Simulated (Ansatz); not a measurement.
Write a Python script for the Ansatz DFT code, driven from Python that makes an all-electron LAPW single point of FeNi3, space group Fm-3m. Level of theory: PBEsol, LAPW, the default cutoff (384 eV here), 4×4×4 k-points, Gaussian smearing of 0.02 eV, collinear spin.

```
CELL_PARAMETERS angstrom
0.00000 2.79037 2.79037
2.79037 0.00000 2.79037
2.79037 2.79037 0.00000
ATOMIC_POSITIONS crystal
Fe 0.00000 0.00000 0.00000
Ni 0.75000 0.75000 0.75000
Ni 0.25000 0.25000 0.25000
Ni 0.50000 0.50000 0.50000
```

`feni3_lapw.py`:
```python
"""FeNi3 with all its electrons on LAPW."""

import ansatz as az
from ase import Atoms
import numpy as np

K_LENGTH = 12
SMEARING = "Gaussian"
SMEARING_WIDTH = 0.02

atoms = Atoms(
    ["Fe", "Ni", "Ni", "Ni"],
    scaled_positions=[
        [0.0, 0.0, 0.0],
        [0.75, 0.75, 0.75],
        [0.25, 0.25, 0.25],
        [0.5, 0.5, 0.5],
    ],
    cell=[
        [0.0, 2.79037, 2.79037],
        [2.79037, 0.0, 2.79037],
        [2.79037, 2.79037, 0.0],
    ],
    pbc=True,
)
atoms.set_initial_magnetic_moments([3.5, 1.5, 1.5, 1.5])
structure = az.Crystal.from_ase(atoms)

job = (
    structure.calculation()
    .functional(az.Functional.PBESOL)
    .kpoints(length=K_LENGTH)
    .occupations(SMEARING, width=SMEARING_WIDTH)
    .spin(az.SpinTreatment.COLLINEAR)
    .pseudopotentials("all_electron", lapw=True)
    .band_table()
    .stress()
)
session = job.session()
planned = session.plan(threads=1)
res = planned.execute()
r = res.report

print(f"free energy      {r['free_energy_ev']:.5f} eV")
print(f"per atom         {r['free_energy_ev'] / len(res.lattice.sites):.5f} eV")
print(f"SCF iterations   {r['n_iterations']}  (converged: {r['converged']})")

edges = r.get("band_edges_ev")
if edges:
    print(f"band edges on the mesh: {edges[0]:.3f} and {edges[1]:.3f} eV, gap {edges[1] - edges[0]:.3f} eV")
else:
    print("no band edges reported (a metal, or a gap too narrow for this smearing); Fermi level", round(r["fermi_energy_ev"], 3), "eV")

# principal values and the von Mises stress of the deviator
principal = np.linalg.eigvalsh(np.array(r["stress_gpa"]))
mises = np.sqrt(0.5 * sum((principal[i] - principal[i - 1]) ** 2 for i in range(3)))
print("principal stresses (GPa, compression positive):", np.round(principal, 3))
print(f"mean {principal.mean():.3f} GPa, von Mises {mises:.3f} GPa, PV = {principal.mean() * r['setup']['cell_volume_ang3'] / 160.21766:.4f} eV")

print("band  energy (eV)  occupation, at k =", r["kpoints_frac"][0])
for band, (e, occ) in enumerate(zip(r["eigenvalues_ev"][0], r["occupations"][0]), start=1):
    print(f"{band:4d} {e:12.4f} {occ:9.4f}")

errors = r["lapw_basis_errors"]
print(f"estimated basis error {1000 * errors['total_ev_per_atom']:.3f} meV/atom, target {1000 * errors['basis_error_target_ev_per_atom']:.3f}")
for sphere in errors["spheres"]:
    print(f"  {sphere['species']:2s} muffin-tin radius {sphere['muffin_tin_radius_ang']:.3f} A, core shells {sphere['core_shells']}")
```

Running `python feni3_lapw.py` prints:
```text
free energy      -158646.59782 eV
per atom         -39661.64945 eV
SCF iterations   15  (converged: True)
no band edges reported (a metal, or a gap too narrow for this smearing); Fermi level 18.646 eV
principal stresses (GPa, compression positive): [-2.98 -2.98 -2.98]
mean -2.980 GPa, von Mises 0.000 GPa, PV = -0.8081 eV
band  energy (eV)  occupation, at k = [0.0, 0.0, 0.0]
   1     -84.7794    1.0000
   2     -84.7718    1.0000
   3     -84.0812    1.0000
   4     -69.9726    1.0000
   5     -45.3190    1.0000
   6     -45.3190    1.0000
   7     -45.3190    1.0000
   8     -45.2984    1.0000
   9     -45.2984    1.0000
  10     -45.2984    1.0000
  11     -44.6219    1.0000
  12     -44.6219    1.0000
  13     -44.6219    1.0000
  14     -36.1430    1.0000
  15     -36.1430    1.0000
  16     -36.1430    1.0000
  17       9.3551    1.0000
  18      13.7704    1.0000
  19      13.7704    1.0000
  20      14.8814    1.0000
  21      14.8814    1.0000
  22      14.8814    1.0000
  23      15.1859    1.0000
  24      15.1859    1.0000
  25      15.1859    1.0000
  26      16.1652    1.0000
  27      16.1652    1.0000
  28      16.1652    1.0000
  29      17.0852    1.0000
  30      17.0852    1.0000
  31      17.4703    1.0000
  32      17.4703    1.0000
  33      17.9620    1.0000
  34      17.9620    1.0000
  35      18.2633    1.0000
  36      18.2633    1.0000
  37      18.2633    1.0000
  38      26.5859    0.0000
  39      26.5859    0.0000
  40      26.5859    0.0000
  41      26.7160    0.0000
  42      26.7160    0.0000
  43      26.7160    0.0000
  44      28.0931    0.0000
  45      28.0931    0.0000
  46      28.0931    0.0000
  47      28.0969    0.0000
estimated basis error 0.064 meV/atom, target 0.250
  Fe muffin-tin radius 1.208 A, core shells 3
  Ni muffin-tin radius 1.208 A, core shells 3
```

Caveats:
- The settings weren't tested for convergence.
- The magnetic order follows from the starting moments and needn't be the lowest.
- The levels shown are those of the first spin channel.
- For a metal this mesh is far too coarse, so the numbers only illustrate the procedure.
- The zero of the levels is a convention of the potentials, so an absolute Fermi energy is no work function.
- This cell is a computed structure, which may not be the phase found in nature.
- Levels are Kohn-Sham eigenvalues on this mesh.
- Hardware and time: 50 s on 1 thread of Arm Neoverse V1 (shared host), peak memory 0.66 GiB.

(Lines on the test bed's own set-up are left out of the output.)
